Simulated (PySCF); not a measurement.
# C₆H₁₂GeSi: NMR shifts in solvents

Aim: compute the NMR shifts of C₆H₁₂GeSi (`C#C[C@@H]([GeH3])[SiH2]C(=C)C`), and see what a dielectric continuum does where one was used.

Programs: PySCF 2.14.0, with density-fitted response routines of our own. Each step states its level of theory. These are calculated values for one molecule, in the gas phase or a continuum, unless marked as measured. Atoms are numbered from 0 throughout.

## Step 1: Starting geometry

20 atoms, charge 0, multiplicity 1; geometry from: GFN2-xTB. The atoms were then displaced at random by about 0.01 Å, so the start is not that level's minimum.

Bonds of the start (Å): C0–C1 1.20, C1–C2 1.43, C2–Ge3 1.99, C2–Si4 1.93, Si4–C5 1.90, C5–C6 1.32, C5–C7 1.51, C0–H8 1.04, C2–H9 1.08, Ge3–H10 1.54, Ge3–H11 1.49, Ge3–H12 1.47, Si4–H13 1.45, Si4–H14 1.47, C6–H15 1.09, C6–H16 1.08, C7–H17 1.11, C7–H18 1.07, C7–H19 1.06.

## Step 2: Optimising the geometry at PBE0-D3(BJ)/def2-SVP

Job settings and geometry (Å):

```
{"job": {"xc": "PBE0", "basis": "def2-SVP", "d3": "d3bj", "grid": 1, "shake": 0.01, "kind": "geom"}, "charge": 0, "multiplicity": 1}
C     -3.042560    -1.947720    -1.426180
C     -2.323520    -1.104790    -0.978360
C     -1.423520    -0.142670    -0.430850
Ge    -1.427050    -0.199600     1.555560
Si     0.362130    -0.463140    -1.102610
C      1.535240     0.761510    -0.239310
C      1.557060     2.046250    -0.537170
C      2.460400     0.199950     0.810320
H     -3.724840    -2.619620    -1.824110
H     -1.719140     0.860470    -0.717400
H     -2.876540    -0.067780     2.071380
H     -0.924750    -1.496020     2.100460
H     -0.677940     0.918290     2.148790
H      0.333760    -0.241760    -2.538550
H      0.753820    -1.847680    -0.781960
H      0.903840     2.474270    -1.290460
H      2.204460     2.762680    -0.046050
H      1.848020    -0.294180     1.596850
H      3.050600     0.963210     1.278620
H      3.079520    -0.546270     0.381120
```

Command:

```
$ OMP_NUM_THREADS=1 python probes_run.py task.json out
```

This one command runs all jobs of the session in turn.

What it wrote:

```text
step   0  E = -2601.06971962  max force = 0.038883
step   1  E = -2601.07953732  max force = 0.007250
step   2  E = -2601.08022914  max force = 0.001789
step   3  E = -2601.08032792  max force = 0.000952
step   4  E = -2601.08036995  max force = 0.001040
step   5  E = -2601.08040709  max force = 0.001048
step   6  E = -2601.08044404  max force = 0.000893
step   7  E = -2601.08047684  max force = 0.000617
step   8  E = -2601.08048614  max force = 0.000640
step   9  E = -2601.08048719  max force = 0.000353
optimisation converged
```

Run time: 4 min. Hardware: 1 thread of Arm Neoverse V1, shared host; peak memory 0.89 GiB.

Step by step:

```csv
step,energy from step 0 (eV),largest force component (eV/Å)
0,0.0000,1.9994
1,-0.2672,0.3728
2,-0.2860,0.0920
3,-0.2887,0.0490
4,-0.2898,0.0535
5,-0.2908,0.0539
6,-0.2918,0.0459
7,-0.2927,0.0317
8,-0.2930,0.0329
9,-0.2930,0.0182
```

Distances of close pairs at the start and the end, largest changes first:

```csv
bond,before (Å),after (Å),change (Å)
Ge3–H12,1.471,1.540,+0.070
Ge3–H11,1.493,1.539,+0.045
C7–H19,1.060,1.103,+0.042
Si4–H13,1.453,1.494,+0.040
C0–H8,1.037,1.074,+0.037
C7–H18,1.072,1.101,+0.029
C2–Si4,1.935,1.907,-0.028
C5–C6,1.319,1.341,+0.022
```

The next job starts from the end point, and lists it.

```csv
at the end point,value
point group (found at 0.08 Å tolerance),C1
"rotational constants (GHz, main isotopes)","1.450, 0.788, 0.567"
dipole moment (D),1.21
```

## Step 3: Shielding tensors: PBE0/pcSseg-1 in acetonitrile

Job settings and geometry (Å):

```
{"job": {"kind": "nmr", "xc": "PBE0", "basis": "pcSseg-1", "solvent": "acetonitrile", "pop": true}, "charge": 0, "multiplicity": 1}
C     -3.208522    -1.774492    -1.879425
C     -2.451312    -0.979440    -1.361575
C     -1.515388    -0.075712    -0.733169
Ge    -1.544045    -0.326936     1.228952
Si     0.206925    -0.306890    -1.517450
C      1.484703     0.825401    -0.722976
C      1.681985     2.040595    -1.255221
C      2.246362     0.349423     0.481602
H     -3.881095    -2.472009    -2.341843
H     -1.811108     0.973627    -0.911950
H     -3.003048    -0.314826     1.712738
H     -0.884258    -1.672318     1.578460
H     -0.763326     0.821006     1.896388
H      0.088134     0.011219    -2.971906
H      0.605092    -1.736448    -1.338280
H      1.145292     2.379306    -2.147793
H      2.398815     2.749478    -0.821451
H      1.572660     0.051083     1.301819
H      2.925339     1.125671     0.867250
H      2.847126    -0.542612     0.237983
```

Level: GIAO PBE0/pcSseg-1 NMR shielding, non-relativistic, IEF-PCM acetonitrile.

What it wrote:

```text
coarse grid: 74576 points
cycle   1  E = -2601.2436722898  dE = -8.333e-02  |g| = 9.339e-01  |ddm| = 4.217e+00
cycle   2  E = -2601.2332328233  dE =  1.044e-02  |g| = 9.162e-01  |ddm| = 1.124e+00
cycle   3  E = -2601.3291732743  dE = -9.594e-02  |g| = 8.164e-02  |ddm| = 6.416e-01
cycle   4  E = -2601.3297122466  dE = -5.390e-04  |g| = 3.933e-02  |ddm| = 7.862e-02
cycle   5  E = -2601.3300675837  dE = -3.553e-04  |g| = 1.099e-02  |ddm| = 3.313e-02
cycle   6  E = -2601.3300934872  dE = -2.590e-05  |g| = 3.154e-03  |ddm| = 1.027e-02
cycle   7  E = -2601.3300958091  dE = -2.322e-06  |g| = 9.513e-04  |ddm| = 3.373e-03
final grid: 156680 points
cycle   8  E = -2601.3301136942  dE =  3.046e-07  |g| = 1.649e-03  |ddm| = 4.307e-03
cycle   9  E = -2601.3301121507  dE =  1.544e-06  |g| = 2.952e-03  |ddm| = 3.725e-03
cycle  10  E = -2601.3301143955  dE = -2.245e-06  |g| = 2.156e-04  |ddm| = 2.327e-03
cycle  11  E = -2601.3301144062  dE = -1.070e-08  |g| = 3.654e-05  |ddm| = 1.655e-04
cycle  12  E = -2601.3301144066  dE = -3.156e-10  |g| = 1.310e-05  |ddm| = 4.568e-05
converged SCF energy = -2601.3301144066

GIAO shielding tensors (ppm)
atom      isotropic    diamagn.    paramagn.     s11        s22        s33       span
  0 C      112.160     257.918    -145.758     36.865     45.785    253.828    216.962
  1 C       96.572     257.894    -161.322     -8.745      1.682    296.780    305.526
  2 C      187.218     254.493     -67.275    172.791    175.666    213.196     40.405
  3 Ge    1524.572    2757.284   -1232.712   1440.187   1495.971   1637.559    197.372
  4 Si     378.770     881.237    -502.466    359.920    372.444    403.947     44.027
  5 C       33.202     263.245    -230.043    -85.608      9.461    175.752    261.361
  6 C       43.249     252.440    -209.192    -74.596     61.778    142.564    217.160
  7 C      156.995     247.164     -90.169    143.931    144.602    182.452     38.521
  8 H       29.022      32.822      -3.800     23.450     23.586     40.030     16.580
  9 H       29.645      30.318      -0.673     25.191     27.328     36.416     11.225
 10 H       27.092      28.488      -1.396     20.559     22.344     38.373     17.814
 11 H       27.174      29.465      -2.291     21.448     23.103     36.971     15.523
 12 H       27.105      30.149      -3.044     20.136     23.701     37.477     17.341
 13 H       26.785      29.731      -2.946     23.126     25.503     31.727      8.601
 14 H       27.020      29.820      -2.801     24.732     25.622     30.705      5.973
 15 H       25.309      30.242      -4.933     21.618     23.773     30.537      8.919
 16 H       24.995      29.556      -4.561     21.542     24.416     29.028      7.486
 17 H       29.143      31.585      -2.442     23.864     29.970     33.594      9.730
 18 H       29.284      29.464      -0.181     25.732     27.286     34.834      9.102
 19 H       29.107      28.578       0.529     25.538     27.222     34.561      9.023
```

Run time: 50 s. Hardware: 1 thread of Arm Neoverse V1, shared host; peak memory 1.2 GiB.

The references, computed at this level on geometries of the same kind, shield at (ppm): ¹H TMS 31.24, ¹³C TMS 185.5, ²⁹Si TMS 351.8, ⁷³Ge GeMe4 1329. Their shielding less the atom's gives the shift. The references are single molecules in the same continuum. Atoms listed in one row are averaged.

```csv
atoms,environment,σ (ppm),δ (ppm)
C5,fully substituted alkene carbon,33.2,152.3
C6,terminal =CH2 carbon,43.2,142.2
C1,alkyne carbon,96.6,88.9
C0,terminal alkyne carbon,112.2,73.3
C7,allylic methyl carbon,157.0,28.5
C2,propargylic sp3 CH bonded to Ge and Si,187.2,-1.7
H16,hydrogen on a terminal =CH2 carbon,25.00,6.24
H15,hydrogen on a terminal =CH2 carbon,25.31,5.93
H13,hydrogen on a silicon bonded to 2 C,26.79,4.45
H14,hydrogen on a silicon bonded to 2 C,27.02,4.22
"H10, H11, H12",hydrogen on a germanium bonded to C,27.12,4.12
H8,hydrogen on a terminal alkyne carbon,29.02,2.22
"H17, H18, H19",hydrogen on an allylic methyl carbon,29.18,2.06
H9,hydrogen on a propargylic sp3 CH bonded to Ge and Si,29.64,1.60
Ge3,"germanium bonded to C, 3 H",1525,-195
Si4,"silicon bonded to 2 C, 2 H",378.8,-27.0
```

Charges from the same density, by scheme (e):

```csv
atoms,Mulliken,IAO,Hirshfeld,ESP fit
C0,-0.44,-0.30,-0.15,-0.46
C1,0.30,-0.04,-0.06,-0.05
C2,-0.81,-0.63,-0.18,-0.15
Ge3,0.25,0.49,0.31,0.21
Si4,0.77,0.76,0.33,0.27
C5,-0.62,-0.26,-0.08,0.17
C6,-0.12,-0.30,-0.10,-0.57
C7,-0.21,-0.41,-0.12,-0.45
```

Mayer bond orders: C0–C1 2.46, C1–C2 0.99, C2–Ge3 0.86, C2–Si4 0.81, Si4–C5 0.85, C5–C6 1.96, C5–C7 1.04.

## Step 4: NMR shieldings: PBE0/pcSseg-1 in chloroform

Settings changed since step 3:

```diff
@@ -1,2 +1,2 @@
-{"job": {"kind": "nmr", "xc": "PBE0", "basis": "pcSseg-1", "solvent": "acetonitrile", "pop": true}, "charge": 0, "multiplicity": 1}
+{"job": {"kind": "nmr", "xc": "PBE0", "basis": "pcSseg-1", "solvent": "chloroform", "pop": false}, "charge": 0, "multiplicity": 1}
 C     -3.208522    -1.774492    -1.879425
```

With the program's defaults for keys left out, this is: GIAO PBE0/pcSseg-1 NMR shielding, non-relativistic, IEF-PCM chloroform.

What it wrote:

```text
coarse grid: 74576 points
cycle   1  E = -2601.2410963071  dE = -8.090e-02  |g| = 9.352e-01  |ddm| = 4.217e+00
cycle   2  E = -2601.2295277649  dE =  1.157e-02  |g| = 9.201e-01  |ddm| = 1.148e+00
cycle   3  E = -2601.3273474271  dE = -9.782e-02  |g| = 8.212e-02  |ddm| = 6.525e-01
cycle   4  E = -2601.3278924029  dE = -5.450e-04  |g| = 4.100e-02  |ddm| = 8.107e-02
cycle   5  E = -2601.3282801750  dE = -3.878e-04  |g| = 1.134e-02  |ddm| = 3.478e-02
cycle   6  E = -2601.3283078634  dE = -2.769e-05  |g| = 3.263e-03  |ddm| = 1.072e-02
cycle   7  E = -2601.3283103284  dE = -2.465e-06  |g| = 1.033e-03  |ddm| = 3.498e-03
final grid: 156680 points
cycle   8  E = -2601.3283277082  dE =  4.275e-07  |g| = 1.827e-03  |ddm| = 4.471e-03
cycle   9  E = -2601.3283256921  dE =  2.016e-06  |g| = 3.335e-03  |ddm| = 4.250e-03
cycle  10  E = -2601.3283285718  dE = -2.880e-06  |g| = 2.450e-04  |ddm| = 2.677e-03
cycle  11  E = -2601.3283285856  dE = -1.386e-08  |g| = 4.033e-05  |ddm| = 1.880e-04
cycle  12  E = -2601.3283285861  dE = -4.211e-10  |g| = 1.340e-05  |ddm| = 5.084e-05
converged SCF energy = -2601.3283285861

GIAO shielding tensors (ppm)
atom      isotropic    diamagn.    paramagn.     s11        s22        s33       span
  0 C      112.018     258.142    -146.125     36.888     45.682    253.483    216.595
  1 C       97.372     257.598    -160.227     -7.480      2.796    296.799    304.279
  2 C      186.871     254.247     -67.376    172.400    175.441    212.771     40.371
  3 Ge    1525.571    2757.314   -1231.743   1440.500   1498.040   1638.172    197.672
  4 Si     378.840     881.206    -502.366    360.039    372.963    403.519     43.480
  5 C       33.205     263.296    -230.091    -85.810      9.422    176.002    261.812
  6 C       43.627     252.375    -208.749    -74.165     63.008    142.038    216.203
  7 C      156.806     247.078     -90.272    143.782    144.407    182.229     38.447
  8 H       29.140      32.878      -3.738     23.611     23.749     40.059     16.448
  9 H       29.754      30.417      -0.663     25.311     27.496     36.456     11.145
 10 H       27.074      28.476      -1.401     20.540     22.320     38.363     17.823
 11 H       27.179      29.477      -2.298     21.457     23.108     36.973     15.516
 12 H       27.136      30.195      -3.059     20.178     23.738     37.492     17.314
 13 H       26.766      29.702      -2.935     23.102     25.480     31.716      8.614
 14 H       26.999      29.783      -2.784     24.706     25.599     30.692      5.986
 15 H       25.360      30.300      -4.939     21.670     23.823     30.588      8.919
 16 H       25.056      29.593      -4.537     21.590     24.483     29.096      7.506
 17 H       29.166      31.613      -2.447     23.899     29.993     33.606      9.707
 18 H       29.326      29.491      -0.165     25.792     27.338     34.848      9.057
 19 H       29.123      28.596       0.527     25.567     27.242     34.560      8.993
```

Wall time 47 s (1 thread of Arm Neoverse V1, shared host); peak memory 1.2 GiB.

Key values: δ C5 152.0, C6 141.5, C1 87.8, C0 73.1, H16 6.19, H15 5.89 ppm.

## Step 5: Side by side: NMR shifts

Shifts (ppm) of some atoms, chosen among heavy atoms and hydrogens apart, with basis size and wall time:

```csv
run,C5,C6,C1,C0,H8,H9,Ge3,functions,time
PBE0/pcSseg-1 in acetonitrile,152.3,142.2,88.9,73.3,2.22,1.60,-195,227,50 s
PBE0/pcSseg-1 in chloroform,152.0,141.5,87.8,73.1,2.11,1.49,-196,227,47 s
```

The continuum's effect on the ground state:

```csv
solvent,ε,polarisation energy (Eh),μ (D)
chloroform,4.71,-0.0047,1.68
acetonitrile,35.69,-0.0069,1.87
```

## Step 6: What came out

```
                                                                            quantity                                               value
                                                                         point group                                                  C1
                                                rotational constants (main isotopes)                                1.45, 0.79, 0.57 GHz
                                ¹³C shifts against TMS (PBE0/pcSseg-1, acetonitrile)            152.3, 142.2, 88.9, 73.3, 28.5, -1.7 ppm
¹H shifts against TMS (PBE0/pcSseg-1, acetonitrile, means over atoms taken as alike)  6.24, 5.93, 4.45, 4.22, 4.12, 2.22, 2.06, 1.60 ppm
                             ⁷³Ge shifts against GeMe4 (PBE0/pcSseg-1, acetonitrile)                                            -195 ppm
                               ²⁹Si shifts against TMS (PBE0/pcSseg-1, acetonitrile)                                           -27.0 ppm
                                                            range of the shift of C1                                    87.8 to 88.9 ppm
```

**Reading.** Relaxing lowered the energy by 0.293 eV in 9 steps; the close pair that moved most is Ge3–H12, from 1.471 to 1.540 Å. No frequency check was run at this level, so the end point may be a saddle. The most deshielded carbon is C5 (fully substituted alkene carbon), at 152.3 ppm: as expected for a trigonal carbon in a double bond. At PBE0/pcSseg-1: The largest span, 306 ppm, is at C1, where the paramagnetic term is -161 ppm. In ppm, C1 moves most: its shift spreads over 1.1 ppm, from 87.8 (PBE0/pcSseg-1 in chloroform) to 88.9 (PBE0/pcSseg-1 in acetonitrile). The continuum holds electrostatics alone: no hydrogen bonds to the solvent, and the gas-phase geometry is kept. Spin-orbit coupling is left out, which matters for shieldings and couplings at and beside the heavy atoms.
